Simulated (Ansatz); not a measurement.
# ClTi: the cost of one run

The runs use Ansatz 0.2.0, Gaussian basis; def2-QZVPP, core rule «outside noble gas», up to 14 orbitals frozen.

To be run: UHF; ROHF; CCSD(T) on UHF.

## 1. The geometry

The geometry is a PBE0/def2-TZVP stationary point (not a proven minimum) of the parent state, kept for this charge and spin.

2 atoms, charge 1, spin multiplicity 7.

Atoms are counted from 1 here; the program's logs count them from 0.

Bond lengths: Ti1–Cl2 2.611 Å.

Coordinates:

```xyz
2
charge 1, multiplicity 7
Ti    0.00000    0.00000    0.00000
Cl    0.00000    0.00000    2.61120
```

## 2. UHF

The input, in.yaml:

```yaml
crystal:
  periodic: [false, false, false]
  atoms:
    - {symbol: Ti, position_ang: [0.000000, 0.000000, 0.000000]}
    - {symbol: Cl, position_ang: [0.000000, 0.000000, 2.611200]}
basis:
  gaussian: {orbitals: "def2-QZVPP.json"}
total_charge: 1
magnetization: {spin_polarized: true, initial_magnetization: 6}
hamiltonian: {xc: hf}
output: {orbitals: {seedname: orbitals}}
```

The run is started by

```bash
> ansatz run in.yaml --threads 1 --pin off --events-out ev --progress --plain --max-ram 4096MiB --backend cpu
```

What time and memory should one allow on 1 thread of AMD EPYC 7R13, shared host?

About 63 s, with a peak of 0.49 GiB.
